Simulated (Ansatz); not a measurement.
## Time against size: r2SCAN, supercells of GaAs, on 1 × GB200

All times were clocked for whole runs of Ansatz 0.2.0, start-up included, one run at a time with no other job on the machine: a node with four NVIDIA GB200 cards and 144 Grace (Neoverse V2) cores. Times and memory are rounded to two significant figures, and ratios are formed from the unrounded values. A row is a single run, so small differences between rows aren't established. System services beside the runs took up to 5 cores (rounded up). Precision is the program's default, which can work at lower precision in parts of a run. Card memory is the largest of readings taken every 0.4 s, so short peaks can be missed, and it isn't given for runs under about 3 s. It shows what a run took, which needn't be the least that it can run in: the program holds more work at once where threads and free memory allow.

The smallest member is a 2×2×1 supercell of GaAs (F-43m), atoms displaced at random by about 0.04 Å along each cell vector. Its input:

```yaml
crystal:
  lattice:
    - [0.000000, 5.750182, 5.750182]
    - [5.750182, 0.000000, 5.750182]
    - [2.875091, 2.875091, 0.000000]
  atoms:
    - { symbol: Ga, position: [0.011501, -0.003260, 0.003885] }
    - { symbol: As, position: [0.125721, 0.129108, 0.236206] }
    - { symbol: Ga, position: [-0.002040, 0.496304, -0.010572] }
    - { symbol: As, position: [0.120849, 0.622479, 0.247179] }
    - { symbol: Ga, position: [0.495540, 0.002076, -0.005386] }
    - { symbol: As, position: [0.609270, 0.130857, 0.246145] }
    - { symbol: Ga, position: [0.496344, 0.501320, 0.002262] }
    - { symbol: As, position: [0.625260, 0.620797, 0.251885] }
kpoints:
  mp_grid: { grid: [3, 3, 6] }
hamiltonian:
  xc: r2scan
  pseudopotentials: { azcp: { folder: soft_1 } }
scf:
  occupations: { method: fermi_dirac, width: 0.1 }
output: { forces: true }
```

The program chose a cutoff of 500 eV. The folder soft_1 holds one of the program's own sets of PAW files, generated with PBE and used with every functional where the input names it. For this functional the program regenerates the frozen cores at set-up.

Command, without the flags for output files and display:

```bash
ansatz run input.yaml --backend cuda --devices 1
```

```
atoms  electrons  k mesh  k points  plane waves  dense FFT grid  bands at the start  SCF iterations  threads  wall time  SCF clock  outside it  host memory (GiB)  fullest card (GiB)                         remarks
    8        112   3×3×6        28         4817        60×60×30                  64               9       72      1.5 s     0.47 s       1.1 s                1.7                                                    
   16        224   3×3×3        14         9577        60×60×60                 128              10       72      1.8 s     0.67 s       1.1 s                1.8                                                    
   36        504   2×2×3         8        21769        90×90×60                 288              10       72      2.7 s      1.3 s       1.3 s                2.3                                                    
   72       1008   2×2×2         8        43485       120×90×90                 576              10       72      4.9 s      3.6 s       1.3 s                2.8                  49                                
  200       2800   2×2×2         8       120683     150×150×120                1600              11       72       29 s       28 s       1.4 s                4.9                 160  card 164 of 185 GiB; slots 8→4
```

The SCF clock is the program's own. It runs from the start of the first SCF loop to the final result and holds forces, stress, later SCFs and response steps. Outside it lie start-up, exit and the set-up ahead of the first loop, which depends on the cell and the method.

«slots a→b»: to fit the memory the program cut the eigensolver solves (one k point and spin each) that it holds at once from a to b, which trades time for memory. «card a of b GiB» or «host a of b GiB»: the run took three quarters or more of a card's memory (or the program reckoned to fill 85 % of what was free), or 60 % or more of the host memory that it had. The program fits its work to the free memory, so such a run may be limited by memory even where its log doesn't say so. Rows whose remarks tell of memory aren't like for like with rows without. Of long logs only the start and the end were kept, so a limit that memory set in between can be missed.

The number of k points changes along the series, so the time doesn't follow the size alone.

Of the smallest member's 1.5 s, 1.1 s lies outside the SCF clock, so the wall time grows less with size than the clocked work: from 8 to 72 atoms the wall time changes by a factor of 3.2, and the time on the SCF clock by 7.6. The smallest member has under 2 s on the SCF clock, so these factors are rough.

**Question.** How long does the member with 128 atoms take (2×2×2 mesh, 8 k points, 77233 plane waves, 1024 bands)?

**Answer.** 11 s, in 10 SCF iterations, with 3.5 GiB of host memory and 130 GiB on the fullest card. Of the wall time 9.5 s is on the SCF clock and 1.9 s outside.
